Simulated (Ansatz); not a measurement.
two structures of Y, a comparison of enthalpies under pressure

Program: the Python package of Ansatz (0.2.0).

Typed at the interpreter:
```pycon
>>> import warnings
>>> import ansatz as az
>>> import numpy as np
>>> CUTOFF_EV = 500
>>> K_SPACING = 0.3
>>> SMEARING = 'fermi_dirac'
>>> SMEARING_WIDTH = 0.1
>>> def diamond(first, a):
...     return (
...         az.Lattice.fcc(a)
...         .space_group(227, origin_choice=1)
...         .atom(first, (0, 0, 0))
...         .primitive()
...     )
...
>>> def fcc(A, a):
...     return (
...         az.Lattice.fcc(a)
...         .space_group(225)
...         .atom(A, (0, 0, 0))
...         .primitive()
...     )
...
>>> def ground_state(name, crystal, pressure=0.0):
...     calc = (
...         crystal.calculation()
...         .functional(az.Functional.PBESOL)
...         .basis(CUTOFF_EV)
...         .kpoints(spacing=K_SPACING)
...         .occupations(SMEARING, width=SMEARING_WIDTH)
...     )
...     calc = calc.relax(force_tolerance=0.02, cell=True, pressure=pressure)
...     return calc.run(threads=1, pin='off')
...
>>> def volume_per_atom(outcome):
...     return abs(np.linalg.det(outcome.lattice.cell_ang)) / len(outcome.lattice.sites)
...
>>> warnings.simplefilter('ignore')
>>> phases = {}
>>> phases['diamond'] = diamond('Y', 7.0)
>>> phases['fcc'] = fcc('Y', 5.09)
>>> # H = E + PV, with 1 eV per cubic angstrom equal to 160.2 GPa
>>> pressures = [0, 5, 10, 20]
>>> enthalpy, volume = {name: [] for name in phases}, {name: [] for name in phases}
>>> for p in pressures:
...     for name, crystal in phases.items():
...         o = ground_state(name, crystal, pressure=p)
...         volume[name].append(volume_per_atom(o))
...         enthalpy[name].append(o.report['energy_sigma0_ev'] / len(o.lattice.sites) + p * volume[name][-1] / 160.21766)
...
>>> gap = np.array(enthalpy['fcc']) - np.array(enthalpy['diamond'])
>>> rows = [(p, va, vb, 1000 * d) for p, va, vb, d in zip(pressures, volume['diamond'], volume['fcc'], gap)]
>>> print('| P (GPa) | V diamond (A^3/atom) | V fcc (A^3/atom) | H(fcc) - H(diamond) (meV/atom) |')
| P (GPa) | V diamond (A^3/atom) | V fcc (A^3/atom) | H(fcc) - H(diamond) (meV/atom) |
>>> print('| --- | --- | --- | --- |')
| --- | --- | --- | --- |
>>> for row in rows:
...     print(f'| {row[0]:d} | {row[1]:.3f} | {row[2]:.3f} | {row[3]:+.1f} |')
...
| 0 | 39.069 | 30.878 | -1979.3 |
| 5 | 28.467 | 27.913 | -2103.9 |
| 10 | 25.244 | 25.809 | -2095.8 |
| 20 | 22.374 | 22.843 | -2050.5 |
>>> crossings = [p0 - g0 * (p1 - p0) / (g1 - g0) for p0, p1, g0, g1 in zip(pressures, pressures[1:], gap, gap[1:]) if g0 * g1 < 0]
>>> print('crossing near', [round(float(p), 1) for p in crossings], 'GPa') if crossings else print('no crossing in this range')
no crossing in this range
```

Notes:
- At a fixed pressure a relaxation lowers the enthalpy F + PV, while F alone can rise.
- For the metals among these phases the mesh is modest: differences between phases can be off by up to 40 meV an atom.
- Only these two structures are compared, at zero temperature and with their symmetry kept; either may be hypothetical, and another phase may be lower than both. Differences under about 40 meV an atom lie within the error of mesh and functional.
- The cells are prototypes set up for this calculation and needn't exist.
- It ran for 39 s on 1 thread of Intel(R) Xeon(R) Platinum 8488C (Sapphire Rapids), with other jobs on the host, peak memory 0.48 GiB.
